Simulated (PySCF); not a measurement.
# C2H4F2OSi: the cost of one run

Computed with PySCF 2.14.0, with density-fitted response routines of our own, on a single molecule in the gas phase. Atoms count from 0, in the outputs and in this text.

**1. The starting structure**

10 atoms, charge 0, multiplicity 1; geometry from: PBE0-D3(BJ)/def2-SVP.

Bonds of the start (Å): O0–C1 1.20, C1–Si2 1.93, Si2–C3 1.92, C3–F4 1.36, C3–F5 1.36, C1–H6 1.13, Si2–H7 1.49, Si2–H8 1.49, C3–H9 1.11.

**2. Shielding tensors: HF/pcSseg-2**

Job settings and geometry (Å):

```
{"job": {"kind": "nmr", "xc": "HF", "basis": "pcSseg-2", "pop": false}, "charge": 0, "multiplicity": 1}
O      2.353692     1.263425    -0.657196
C      1.574735     0.701092     0.068785
Si     0.248569    -0.534638    -0.600715
C     -1.366985    -0.144108     0.366842
F     -1.703476     1.155940     0.154358
F     -1.110733    -0.299535     1.696379
H      1.598150     0.882382     1.179080
H      0.049302    -0.342042    -2.062155
H      0.652790    -1.936522    -0.284640
H     -2.245427    -0.767724     0.118369
```

With the program's defaults for keys left out, this is: GIAO HF/pcSseg-2 NMR shielding, non-relativistic, gas phase.

Launch:

```console
OMP_NUM_THREADS=1 python probes_run.py task.json out
```

The driver reads the jobs from task.json and runs them one after another.

**Question.** How long does this first job take on 1 thread of Arm Neoverse V1, shared host, and how much memory does it need?

About 37 s, with a peak of 1.1 GiB.
